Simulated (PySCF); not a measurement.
# SbF⁺ at other levels of theory

Aim: see what other levels and later steps give for SbF⁺.

The runs use PySCF 2.14.0; each script names its method and basis.

6 further runs of the same task are left out: 6 that didn't finish.

**1. Starting geometry**

SbF⁺: 2 atoms, charge 1, spin multiplicity 2.

Bond lengths: Sb1–F2 2.080 Å.

**2. The run that the others are compared with**

Contents of input.py:

```python
from pyscf import gto, scf, mp

mol = gto.M(
    atom='Sb 0 0 0; F 0 0 2.08',
    basis='sbkjc',
    ecp={'Sb': 'sbkjc', 'F': 'sbkjc'},
    charge=1,
    spin=1,
    verbose=4,
)
mf = scf.UHF(mol)
mf.kernel()
mp.MP2(mf).kernel()
mf.dip_moment()
print('orbital energies (hartree):', [e[max(0, n-3):n+3].round(4) for e, n in zip(mf.mo_energy, mol.nelec)])
```

Started as:

```bash
OMP_NUM_THREADS=1 python input.py
```

**3. TDHF**

Run 1 changes step after the SCF: mp2 → tddft; number of roots: none → 6.

input.py, as its differences from that of step 2:

```diff
@@ -1,2 +1,2 @@
-from pyscf import gto, scf, mp
+from pyscf import gto, scf, tdscf
 
@@ -12,3 +12,6 @@
 mf.kernel()
-mp.MP2(mf).kernel()
+td = tdscf.TDHF(mf)
+td.nstates = 6
+td.kernel()
+td.analyze(verbose=3)
 mf.dip_moment()
```

**4. CASCI (ROHF)**

Run 2 changes step after the SCF: mp2 → casci; SCF type: UHF → ROHF; active space: none → 3 electrons in 5 orbitals.

Contents of input.py:

```python
from pyscf import gto, scf, mcscf

mol = gto.M(
    atom='Sb 0 0 0; F 0 0 2.08',
    basis='sbkjc',
    ecp={'Sb': 'sbkjc', 'F': 'sbkjc'},
    charge=1,
    spin=1,
    verbose=4,
)
mf = scf.ROHF(mol)
mf.kernel()
mc = mcscf.CASCI(mf, 5, 3)
mc.kernel()
mc.analyze()
mf.dip_moment()
print('orbital energies (hartree):', mf.mo_energy[..., max(0, mol.nelec[1]-3):mol.nelec[0]+3].round(4))
```

**5. Gradient**

Run 3 changes step after the SCF: mp2 → gradient.

input.py, as its differences from that of step 2:

```diff
@@ -1,2 +1,2 @@
-from pyscf import gto, scf, mp
+from pyscf import gto, scf
 
@@ -12,3 +12,3 @@
 mf.kernel()
-mp.MP2(mf).kernel()
+mf.nuc_grad_method().kernel()
 mf.dip_moment()
```

**6. 0.5*hf+0.5*b88,lyp (UKS)**

Run 4 changes functional: none (Hartree–Fock) → 0.5*hf+0.5*b88,lyp; SCF type: UHF → UKS; step after the SCF: mp2 → analyze.

input.py, as its differences from that of step 2:

```diff
@@ -1,2 +1,2 @@
-from pyscf import gto, scf, mp
+from pyscf import gto, dft
 
@@ -10,5 +10,5 @@
 )
-mf = scf.UHF(mol)
+mf = dft.UKS(mol, xc='0.5*hf+0.5*b88,lyp')
 mf.kernel()
-mp.MP2(mf).kernel()
+mf.mulliken_pop()
 mf.dip_moment()
```

**7. TDHF**

Run 5 changes step after the SCF: mp2 → tddft; number of roots: none → 5.

input.py, as its differences from that of step 2:

```diff
@@ -1,2 +1,2 @@
-from pyscf import gto, scf, mp
+from pyscf import gto, scf, tdscf
 
@@ -12,3 +12,6 @@
 mf.kernel()
-mp.MP2(mf).kernel()
+td = tdscf.TDHF(mf)
+td.nstates = 5
+td.kernel()
+td.analyze(verbose=3)
 mf.dip_moment()
```

**8. Population analysis**

Run 6 changes step after the SCF: mp2 → analyze.

input.py, as its differences from that of step 2:

```diff
@@ -1,2 +1,2 @@
-from pyscf import gto, scf, mp
+from pyscf import gto, scf
 
@@ -12,3 +12,3 @@
 mf.kernel()
-mp.MP2(mf).kernel()
+mf.mulliken_pop()
 mf.dip_moment()
```

**Question.** What will these runs give? Wanted: for each run, E(SCF); from base; gap, α spin; after the SCF.

**Answer**, as computed:

| run | E(SCF) (hartree) | from base (eV) | cycles | gap, α spin (eV) | after the SCF |
| --- | --- | --- | --- | --- | --- |
| base | -28.796779 | 0 | 13 | 8.01 | MP2 correlation -3.920 eV |
| TDHF | -28.796779 | 0.0000 | 13 | 8.01 | lowest root found 0.00 eV |
| CASCI (ROHF) | -28.796111 | +0.0182 | 10 | n/a | CASCI correlation -0.305 eV |
| gradient | -28.796779 | 0.0000 | 13 | 8.01 | n/a |
| 0.5*hf+0.5*b88,lyp (UKS) | -29.163751 | not comparable | 12 | 4.03 | n/a |
| TDHF | -28.796779 | 0.0000 | 13 | 8.01 | lowest root found 0.00 eV |
| population analysis | -28.796779 | 0.0000 | 13 | 8.01 | n/a |

In words: A lower total energy from another functional means nothing by itself.
